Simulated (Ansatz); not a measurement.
Task: an active-space calculation of CH4SeSi, SMILES C1[SiH2][Se]1, with the Ansatz DFT code, driven from Python. Give the script and its output. Settings (for the species named): Hartree-Fock, def2-SVP basis, multiplicity 1.

```xyz
7

C    -0.6276   -0.5035   -0.3807
Si    0.6935    0.3124    0.5264
Se   -0.4174    1.1943   -1.3621
H    -0.3080   -1.3499   -0.9712
H    -1.6327   -0.4910    0.1476
H     0.2995    0.9962    1.7756
H     2.0540   -0.2265    0.2187
```

Script `cas_ch4sesi.py`:
```python
# -*- coding: utf-8 -*-
"""Static correlation in CH4SeSi: natural occupations of an active space."""

import ansatz as az

GEOMETRY = """
C    -0.62760   -0.50350   -0.38070
Si    0.69350    0.31240    0.52640
Se   -0.41740    1.19430   -1.36210
H    -0.30800   -1.34990   -0.97120
H    -1.63270   -0.49100    0.14760
H     0.29950    0.99620    1.77560
H     2.05400   -0.22650    0.21870
"""

system = az.Crystal.molecule()
for line in GEOMETRY.strip().splitlines():
    symbol, *xyz = line.split()
    system = system.atom(symbol, [float(v) for v in xyz])

setup = system.calculation().basis(gaussian="def2-SVP").correlation(active_electrons=6, active_orbitals=6)
for method in [None, "sc_nevpt2"]:
    rep = (setup if method is None else setup.correlation(method)).run(threads=1).report
    space = rep["configurations"]
    state = space["states"][0]
    print(method or "casscf", f"total {rep['free_energy_ev'] / 27.211386246:.6f} Ha, active-space state {state['energy']['hartree']:.6f} Ha, mean field {rep['reference_energy_ev'] / 27.211386246:.6f} Ha")
    print("  determinants", state["n_determinants"], " natural occupations", [round(n, 3) for n in space["natural_occupations"]])
```

```console
$ python cas_ch4sesi.py
casscf total -2728.584079 Ha, active-space state -2728.584079 Ha, mean field -2728.529705 Ha
  determinants 400  natural occupations [1.979, 1.963, 1.959, 0.047, 0.03, 0.021]
RunWarning: the results are in doubt because another end's mean lies 0.138 eV lower, and its corrected mean 0.132 eV higher
sc_nevpt2 total -2729.002105 Ha, active-space state -2728.579008 Ha, mean field -2728.529705 Ha
  determinants 400  natural occupations [1.983, 1.967, 1.961, 0.044, 0.029, 0.016]
```
(Warnings from the package without file and line.)

Total energies depend on the basis set; only differences at equal settings carry meaning. The geometry is a force-field or estimated start, not a minimum of this method, and the basis set is short of its limit. The active space starts as a window about the frontier orbitals and is then optimised, not chosen by chemistry. A lower CASSCF solution was found and passed over, so the printed active-space state isn't the lowest. Wall time of the script: 22 s on 1 thread of Arm Neoverse V1, on a shared host, peak memory 0.24 GiB.

(Lines on the test bed's own set-up are left out of the output.)
